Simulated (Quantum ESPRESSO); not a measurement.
# Be2S in Quantum ESPRESSO: the effect of q point

The system is Be2S.

```
Be S
1.0
     3.15757    0.00000    0.00000
     0.00000    3.15757    0.00000
     0.00000    0.00000    3.94037
Be S
2 1
Cartesian
  0.0000 1.5788 0.6641
  1.5788 0.0000 3.2763
  1.5788 1.5788 1.9702
```

The cell was built by a generator and needn't be a form met in nature.

Alike in all runs:

```yaml
Program: Quantum ESPRESSO 7.5
Task: phonons
Functional: PBE
Potentials_or_basis: PseudoDojo 0.4.1 SR PBE standard
Cutoff: 1197 eV
Density_cutoff: 4789 eV
k_mesh: 6 × 6 × 4, shifted
Occupations: fermi-dirac, width 0.05 eV
Spin: no spin polarisation
```

Each run relaxes the cell or the atoms first.

```csv
q point,highest phonon frequency (cm⁻¹)
0,?
1,621
2,615
```

Q: What does the run with q point 0 give?

A: Highest phonon frequency 572 cm⁻¹.

Caveats: the layers were relaxed without a dispersion term, so their spacing and the soft interlayer modes are unreliable; some modes are imaginary (some runs).
